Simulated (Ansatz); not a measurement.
# CH4Cl3NZr: a ladder of functionals and wavefunction methods

The task here is to estimate one member of a computed series from the others.

Computed with Ansatz 0.2.0, Gaussian basis. Level: functionals in def2-TZVPP, the program's frozen cores in correlated methods.

Plan: LDA (SPW92), PBE-D4, revPBE-D4, BLYP-D4, r2SCAN-D4, B97M-V, PBE0-D4, B3LYP-D4, r2SCANh-D4, r2SCAN0-D4, HSE06-D4, BHLYP-D4, CAM-B3LYP-D4, LC-ωPBE, ωB97X-V, ωB97M-V, B2PLYP, PBE-QIDH; CCSD(T)/def2-SVP; CCSD(T)/def2-TZVPP; MP2/def2-QZVPP; extrapolation to the limit; RPA on PBE.

**The geometry**

The geometry comes from an earlier relaxation with PBE0-D4 in a triple-zeta def2 set; it is a stationary point, not always the lowest conformer. Zr takes the def2 core potential; no spin-orbit term is included.

SMILES `C[NH][Zr]([Cl])([Cl])[Cl]`, 10 atoms, charge 0, spin multiplicity 1.

Atoms are counted from 1 here; the program's logs count them from 0.

Bond lengths: C1–N2 1.451 Å, C1–H7 1.095 Å, C1–H8 1.094 Å, C1–H9 1.095 Å, N2–Zr3 1.982 Å, N2–H10 1.013 Å, Zr3–Cl4 2.347 Å, Zr3–Cl5 2.338 Å, Zr3–Cl6 2.347 Å. Angles: N2–C1–H7 111.6°, N2–C1–H8 110.2°, N2–C1–H9 111.6°, H7–C1–H8 107.2°, H7–C1–H9 108.9°, H8–C1–H9 107.2°, C1–N2–Zr3 124.4°, C1–N2–H10 112.7°, Zr3–N2–H10 122.9°, N2–Zr3–Cl4 106.7°, N2–Zr3–Cl5 107.0°, N2–Zr3–Cl6 106.7°, Cl4–Zr3–Cl5 113.7°, Cl4–Zr3–Cl6 108.5°, Cl5–Zr3–Cl6 113.7°.

Set-up of the first run:

in.yaml reads:

```yaml
crystal:
  periodic: [false, false, false]
  atoms:
    - {symbol: C, position_ang: [0.139225, -1.240743, 0.890150]}
    - {symbol: N, position_ang: [0.715363, -0.219269, 0.035040]}
    - {symbol: Zr, position_ang: [-0.322698, 1.221988, -0.843739]}
    - {symbol: Cl, position_ang: [-1.947023, 0.171203, -2.172656]}
    - {symbol: Cl, position_ang: [1.197203, 2.512597, -2.064483]}
    - {symbol: Cl, position_ang: [-1.409867, 2.409651, 0.863930]}
    - {symbol: H, position_ang: [0.300035, -2.244372, 0.484187]}
    - {symbol: H, position_ang: [-0.941809, -1.095823, 0.974914]}
    - {symbol: H, position_ang: [0.551506, -1.198285, 1.903152]}
    - {symbol: H, position_ang: [1.718046, -0.316957, -0.070484]}
basis:
  gaussian: {orbitals: def2-TZVPP}
hamiltonian: {xc: lda}
output: {orbitals: {seedname: orbitals}}
```

Among the steps run: LDA; PBE-D4 (GGA); revPBE-D4 (GGA); BLYP-D4 (GGA); r2SCAN-D4 (meta-GGA); B97M-V (meta-GGA); PBE0-D4 (hybrid); B3LYP-D4 (hybrid); r2SCANh-D4 (hybrid); r2SCAN0-D4 (hybrid); HSE06-D4 (hybrid); BHLYP-D4 (hybrid); CAM-B3LYP-D4 (range-separated); LC-ωPBE (range-separated); ωB97X-V (range-separated); ωB97M-V (range-separated); B2PLYP (double hybrid); PBE-QIDH (double hybrid).

One of the session's tables, all rows but one given; the rest of the session is left out.

It belongs to the step «Frontier levels by functional». 

| functional | HOMO (eV) | LUMO (eV) | gap (eV) |
| --- | --- | --- | --- |
| LDA (SPW92) | -6.64 | -3.12 | 3.52 |
| PBE-D4 | -6.49 | -2.89 | 3.60 |
| revPBE-D4 | -6.43 | -2.80 | 3.62 |
| BLYP-D4 | -6.35 | -2.74 | 3.61 |
| r2SCAN-D4 | -6.77 | -2.74 | 4.02 |
| B97M-V | -6.83 | -2.69 | 4.13 |
| PBE0-D4 | -7.80 | -2.06 | 5.74 |
| B3LYP-D4 | -7.57 | -2.26 | 5.31 |
| r2SCANh-D4 | -7.26 | -2.43 | 4.82 |
| r2SCAN0-D4 | -8.00 | -1.95 | 6.04 |
| HSE06-D4 | -7.40 | -2.44 | 4.97 |
| BHLYP-D4 | -9.02 | -1.04 | 7.98 |
| CAM-B3LYP-D4 | -9.17 | -0.94 | 8.23 |
| LC-ωPBE | ? | ? | ? |
| ωB97X-V | -10.19 | 0.11 | 10.30 |
| ωB97M-V | -10.07 | 0.04 | 10.11 |

**Question.** Estimate the row for LC-ωPBE.

As computed: HOMO (eV): -10.56; LUMO (eV): 0.19; gap (eV): 10.75. In the column «HOMO (eV)» it is the lowest.
